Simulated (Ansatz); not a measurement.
# WC: the cost of one run

Program: Ansatz 0.2.0. Level of theory: DFT, PBEsol, plane-wave PAW, default files, scalar-relativistic. These are calculated values, not measurements.

**1. The system as given**

It takes space group P-6m2 (No. 187, hexagonal). Conventional cell: a = 2.898 Å, b = 2.898 Å, c = 2.831 Å, α = 90.00°, β = 90.00°, γ = 120.00°. Around W (site symmetry -6m2) lie 6 C at 2.19 Å. Around C (site symmetry -6m2) lie 6 W at 2.19 Å.

Structure file:

```xyz
2
Lattice="2.8982 0.0000 0.0000 -1.4491 2.5099 0.0000 0.0000 0.0000 2.8314" Properties=species:S:1:pos:R:3 pbc="T T T"
W     0.0000    0.0000    0.0000
C     1.4491    0.8366    1.4157
```

The earlier run gave: no gap over 0.1 eV on the mesh, largest force 0.000 eV/Å, pressure 8.6 GPa.

Site by site (atoms counted from 1):

| site | atoms | first shell | V_zz (10²¹ V/m²) | η | C_Q (MHz) |
| --- | --- | --- | --- | --- | --- |
| W | 1 | 6 C at 2.19 Å | -13.76 | 0.00 | – |
| C | 2 | 6 W at 2.19 Å | 0.086 | 0.00 | – |

Conventions: |V_zz| ≥ |V_yy| ≥ |V_xx|, η = (V_xx − V_yy)/V_zz, C_Q = eQV_zz/h. Q values from Pyykkö, Mol. Phys. 116, 1328 (2018). A dash under C_Q marks elements without a common quadrupolar isotope.

**2. Functional PBEsol at the relaxed positions**

input.yaml reads:

```yaml
crystal:
  lattice:
    - [2.8982, 0.0, 0.0]
    - [-1.4491, 2.5099148252, 0.0]
    - [0.0, 0.0, 2.8314]
  atoms:
    - { symbol: W, position: [0.0, 0.0, 0.0], spin: 2.0 }
    - { symbol: C, position: [0.6666666667, 0.3333333333, 0.5] }
magnetization:
  spin_polarized: true
kpoints:
  mp_grid: { grid: [18, 18, 16] }
scf:
  occupations: { method: fermi_dirac, width: 0.05 }
hamiltonian:
  xc: pbesol
  pseudopotentials: { kind: paw }
output:
  forces: true
  stress: true
  populations: true
  efg: { contact_densities: true }
```

On the command line:

```bash
$ ansatz run input.yaml --threads 1 --pin off --max-ram 3072MiB --backend cpu --events-out ev --progress --plain --runs-dir out
```

What time and memory should one allow on 1 thread of Intel Xeon 6975P-C (Granite Rapids), shared host?

About 16 s, with a peak of 0.58 GiB.
